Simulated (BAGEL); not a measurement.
**HF/3-21G (density fitting with qzvpp-jkfit) run of CH2AlF3 (AlH2(CF3))**

What is the vertical ionisation energy of CH2AlF3 (AlH2(CF3)) at HF/3-21G (density fitting with qzvpp-jkfit)? 

The results are computed with BAGEL 1.2.2.

5 further runs of the same task are left out: 3 that didn't finish, 2 set aside as unsound or not needed.

### 1 Starting point

CH2AlF3 has 7 atoms, charge 0, and is taken as a singlet. As SMILES, `[H][Al]([H])[C](F)(F)F`. The shape comes from GFN1-xTB, which is rough for such elements, and wasn't checked as a minimum.

Bond lengths: Al1–C4 1.987 Å, C4–F5 1.367 Å, C4–F6 1.357 Å, C4–F7 1.364 Å, Al1–H2 1.534 Å, Al1–H3 1.535 Å. Angles: Al1–C4–F5 109.6°, Al1–C4–F6 119.9°, Al1–C4–F7 111.4°, F5–C4–F6 104.9°, F5–C4–F7 104.7°, F6–C4–F7 105.1°, H2–Al1–C4 117.4°, H3–Al1–C4 117.9°, H2–Al1–H3 124.6°.

### 2 A single-point energy at HF/3-21G (density fitting with qzvpp-jkfit)

The input, job.json:

```json
{ "bagel" : [

{
  "title" : "molecule",
  "basis" : "3-21g",
  "df_basis" : "qzvpp-jkfit",
  "angstrom" : true,
  "geometry" : [
    { "atom" : "Al", "xyz" : [    0.582820,    1.010270,   -0.017270 ] },
    { "atom" : "H", "xyz" : [    2.112350,    0.934920,    0.073090 ] },
    { "atom" : "H", "xyz" : [   -0.230140,    2.312230,    0.012760 ] },
    { "atom" : "C", "xyz" : [   -0.415430,   -0.707850,   -0.057220 ] },
    { "atom" : "F", "xyz" : [    0.248350,   -1.641110,    0.688970 ] },
    { "atom" : "F", "xyz" : [   -0.663110,   -1.319300,   -1.242600 ] },
    { "atom" : "F", "xyz" : [   -1.634830,   -0.589160,    0.542280 ] }
  ]
},
{
  "title" : "hf"
},
{
  "title" : "print",
  "file" : "orbitals.molden",
  "orbitals" : true
}

]}
```

Command:

```console
$ BAGEL_NUM_THREADS=1 BAGEL job.json > job.out
```

Log:

```text
* using 1 threads per process

  ===============================================================
  ===============================================================

  *** Geometry ***

  { "atom" : "Al", "xyz" : [      1.101370,      1.909134,     -0.032636 ] },
  { "atom" : "H", "xyz" : [      3.991763,      1.766743,      0.138120 ] },
  { "atom" : "H", "xyz" : [     -0.434902,      4.369481,      0.024113 ] },
  { "atom" : "C", "xyz" : [     -0.785049,     -1.337643,     -0.108130 ] },
  { "atom" : "F", "xyz" : [      0.469313,     -3.101248,      1.301965 ] },
  { "atom" : "F", "xyz" : [     -1.253096,     -2.493116,     -2.348174 ] },
  { "atom" : "F", "xyz" : [     -3.089381,     -1.113351,      1.024761 ] },

  Number of auxiliary basis functions:      470

  Since a DF basis is specified, we compute 2- and 3-index integrals:
    o Being stored without compression. Storage requirement is 0.011 GB

  Number of basis functions:       53
  Number of electrons      :       48

    * METHOD: MOLECULE                             0.14

  *** RHF ***

  === Nuclear Repulsion ===
   228.0709557933

      * DIIS with orbital gradients will be used.

  === RHF iteration (3-21g) ===
      0       -575.90710801          0.02887271           0.04
      1       -576.03818467          0.01753192           0.03
      2       -576.09150955          0.00157522           0.04
      3       -576.09300938          0.00025454           0.04
      4       -576.09305314          0.00006808           0.04
      5       -576.09305567          0.00002289           0.04
      6       -576.09305593          0.00000741           0.03
      7       -576.09305596          0.00000212           0.04
      8       -576.09305596          0.00000041           0.04
      9       -576.09305596          0.00000015           0.04
     10       -576.09305596          0.00000006           0.04
     11       -576.09305596          0.00000002           0.04
     12       -576.09305596          0.00000000           0.04
    * SCF iteration converged.

    * Permanent dipole moment:
           (   -0.599519,    -1.057441,     0.129985) a.u.

    * METHOD: HF                                   0.56

    * METHOD: PRINT                                0.00

  ===============================================================
```

It took 0.86 s on 1 thread of Arm Neoverse V2, shared host; peak memory 0.082 GiB.

### 3 The doublet cation, same level

The input, input.json:

```json
{ "bagel" : [

{
  "title" : "molecule",
  "basis" : "3-21g",
  "df_basis" : "qzvpp-jkfit",
  "angstrom" : "true",
  "geometry" : [
    { "atom" : "Al", "xyz" : [    0.582820,    1.010270,   -0.017270 ] },
    { "atom" : "H", "xyz" : [    2.112350,    0.934920,    0.073090 ] },
    { "atom" : "H", "xyz" : [   -0.230140,    2.312230,    0.012760 ] },
    { "atom" : "C", "xyz" : [   -0.415430,   -0.707850,   -0.057220 ] },
    { "atom" : "F", "xyz" : [    0.248350,   -1.641110,    0.688970 ] },
    { "atom" : "F", "xyz" : [   -0.663110,   -1.319300,   -1.242600 ] },
    { "atom" : "F", "xyz" : [   -1.634830,   -0.589160,    0.542280 ] }
  ]
},
{
  "title" : "uhf",
  "charge" : 1,
  "nopen" : 1
},
{
  "title" : "print",
  "file" : "orbitals.molden",
  "orbitals" : "true"
}

]}
```

Command:

```console
$ BAGEL_NUM_THREADS=1 BAGEL input.json > input.out
```

Log:

```text
* using 1 threads per process

  ===============================================================
  ===============================================================

  *** Geometry ***

  { "atom" : "Al", "xyz" : [      1.101370,      1.909134,     -0.032636 ] },
  { "atom" : "H", "xyz" : [      3.991763,      1.766743,      0.138120 ] },
  { "atom" : "H", "xyz" : [     -0.434902,      4.369481,      0.024113 ] },
  { "atom" : "C", "xyz" : [     -0.785049,     -1.337643,     -0.108130 ] },
  { "atom" : "F", "xyz" : [      0.469313,     -3.101248,      1.301965 ] },
  { "atom" : "F", "xyz" : [     -1.253096,     -2.493116,     -2.348174 ] },
  { "atom" : "F", "xyz" : [     -3.089381,     -1.113351,      1.024761 ] },

  Number of auxiliary basis functions:      470

  Since a DF basis is specified, we compute 2- and 3-index integrals:
    o Being stored without compression. Storage requirement is 0.011 GB

  Number of basis functions:       53
  Number of electrons      :       48

    * METHOD: MOLECULE                             0.13

  *** Open-shell HF ***

  === Nuclear Repulsion ===
   228.0709557933

      * DIIS with orbital gradients will be used.

  === UHF iteration (3-21g) ===
      0       -575.40331063          0.06350606           0.07
      1       -575.56835936          0.04644855           0.07
      2       -575.62823719          0.03025606           0.06
      3       -575.66870620          0.00154061           0.06
      4       -575.66945956          0.00066962           0.07
      5       -575.66967235          0.00020897           0.06
      6       -575.66970290          0.00008173           0.06
      7       -575.66970960          0.00004643           0.06
      8       -575.66971177          0.00002727           0.06
      9       -575.66971309          0.00001172           0.06
     10       -575.66971333          0.00000750           0.06
     11       -575.66971339          0.00000620           0.06
     12       -575.66971344          0.00000515           0.07
     13       -575.66971352          0.00000388           0.07
     14       -575.66971357          0.00000314           0.06
     15       -575.66971361          0.00000239           0.07
     16       -575.66971363          0.00000153           0.07
     17       -575.66971364          0.00000098           0.07
     18       -575.66971364          0.00000044           0.07
     19       -575.66971364          0.00000020           0.07
     20       -575.66971364          0.00000014           0.07
     21       -575.66971364          0.00000011           0.06
     22       -575.66971364          0.00000007           0.06
     23       -575.66971364          0.00000005           0.06
     24       -575.66971364          0.00000004           0.06
     25       -575.66971364          0.00000003           0.06
     26       -575.66971364          0.00000002           0.07
     27       -575.66971364          0.00000002           0.07
     28       -575.66971364          0.00000002           0.07
     29       -575.66971364          0.00000001           0.07
    * SCF iteration converged.

    * S^2 (UHF) is 0.7734

    * Permanent dipole moment:
           (   -1.037862,    -1.842709,     0.120681) a.u.

    * METHOD: UHF                                  2.04

    * METHOD: PRINT                                0.00

  ===============================================================
```

It took 2.4 s on 1 thread of Arm Neoverse V2, shared host; peak memory 0.082 GiB.

### 4 What came out

At HF/3-21G (density fitting with qzvpp-jkfit):

```
                                          quantity          value
                     singlet CH2AlF3: total energy  -576.09306 Eh
                    singlet CH2AlF3: dipole moment         3.11 D
                      singlet CH2AlF3: HOMO energy      -12.54 eV
                      singlet CH2AlF3: LUMO energy        0.35 eV
                    singlet CH2AlF3: HOMO–LUMO gap       12.89 eV
                      doublet cation: total energy  -575.66971 Eh
                              doublet cation: ⟨S²⟩          0.773
vertical ionisation energy (to the doublet cation)      11.520 eV
```

In words: Removing an electron at fixed nuclei costs 11.52 eV (1111 kJ/mol). −ε(HOMO) before ionisation, 12.54 eV, is 1.02 eV above this ionisation energy.
